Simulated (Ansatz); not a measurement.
**GaH7OSi2: small, medium and large basis sets**

One table from this session's results is given with a row withheld; the runs are named, their logs left out.

Computed with Ansatz 0.2.0, Gaussian basis. Level: one geometry, several basis sets.

The runs, in order: PBE0-D4/def2-SVP; ωB97M-V/def2-SVP; PBE0-D4/def2-QZVPP; ωB97M-V/def2-QZVPP; the functionals' def2-TZVPP values are taken from earlier runs.

### The relaxed structure

An earlier PBE0-D4 in a triple-zeta def2 set relaxation fixed the geometry.

SMILES `O[SiH]([SiH3])[GaH2]`, 11 atoms, charge 0, spin multiplicity 1.

Atoms are counted from 1 here; the program's logs count them from 0.

Bond lengths: O1–Si2 1.664 Å, O1–H5 0.958 Å, Si2–Si3 2.341 Å, Si2–Ga4 2.416 Å, Si2–H6 1.500 Å, Si3–H7 1.488 Å, Si3–H8 1.489 Å, Si3–H9 1.489 Å, Ga4–H10 1.577 Å, Ga4–H11 1.574 Å. Angles: Si2–O1–H5 117.2°, O1–Si2–Si3 106.7°, O1–Si2–Ga4 114.2°, O1–Si2–H6 110.7°, Si3–Si2–Ga4 110.9°, Si3–Si2–H6 106.8°, Ga4–Si2–H6 107.2°, Si2–Si3–H7 112.0°, Si2–Si3–H8 110.8°, Si2–Si3–H9 108.1°, H7–Si3–H8 108.6°, H7–Si3–H9 109.0°, H8–Si3–H9 108.3°, Si2–Ga4–H10 121.4°, Si2–Ga4–H11 120.8°, H10–Ga4–H11 117.8°.

Set-up of the first run:

File in.yaml:

```yaml
crystal:
  periodic: [false, false, false]
  atoms:
    - {symbol: O, position_ang: [-0.602780, 1.739889, -1.014449]}
    - {symbol: Si, position_ang: [-0.345000, 0.632379, 0.199720]}
    - {symbol: Si, position_ang: [1.924259, 0.063504, 0.122046]}
    - {symbol: Ga, position_ang: [-1.734513, -1.339138, 0.055459]}
    - {symbol: H, position_ang: [-1.511177, 1.903898, -1.271065]}
    - {symbol: H, position_ang: [-0.591720, 1.250878, 1.543457]}
    - {symbol: H, position_ang: [2.801296, 1.263841, 0.181289]}
    - {symbol: H, position_ang: [2.236797, -0.692830, -1.121396]}
    - {symbol: H, position_ang: [2.222672, -0.811620, 1.289406]}
    - {symbol: H, position_ang: [-2.908663, -1.442995, -0.992518]}
    - {symbol: H, position_ang: [-1.491170, -2.567816, 1.008032]}
basis:
  gaussian: {orbitals: def2-SVP}
hamiltonian: {xc: pbe0, dispersion: d4}
output: {orbitals: {seedname: orbitals}}
```

Launch:

```console
$ ansatz run in.yaml --threads 4 --pin off --events-out ev --progress --plain --max-ram 10444MiB
```

Steps of the session up to this table: PBE0-D4 in def2-SVP; ωB97M-V in def2-SVP; PBE0-D4 in def2-QZVPP; ωB97M-V in def2-QZVPP.

One of the session's tables, all rows but one given; the rest of the session is left out.

It belongs to the step «Functionals by basis». 

| functional | basis | HOMO (eV) | LUMO (eV) |
| --- | --- | --- | --- |
| PBE0-D4 | def2-SVP | -7.13 | -2.17 |
| PBE0-D4 | def2-TZVPP | ? | ? |
| PBE0-D4 | def2-QZVPP | -7.16 | -2.21 |
| ωB97M-V | def2-SVP | -9.07 | -0.44 |
| ωB97M-V | def2-TZVPP | -9.12 | -0.49 |
| ωB97M-V | def2-QZVPP | -9.14 | -0.59 |

Estimate the missing values for PBE0-D4, def2-TZVPP.

The run gave: HOMO (eV): -7.15; LUMO (eV): -2.19. In the column «HOMO (eV)» it lies between PBE0-D4, def2-QZVPP (-7.16) and PBE0-D4, def2-SVP (-7.13).
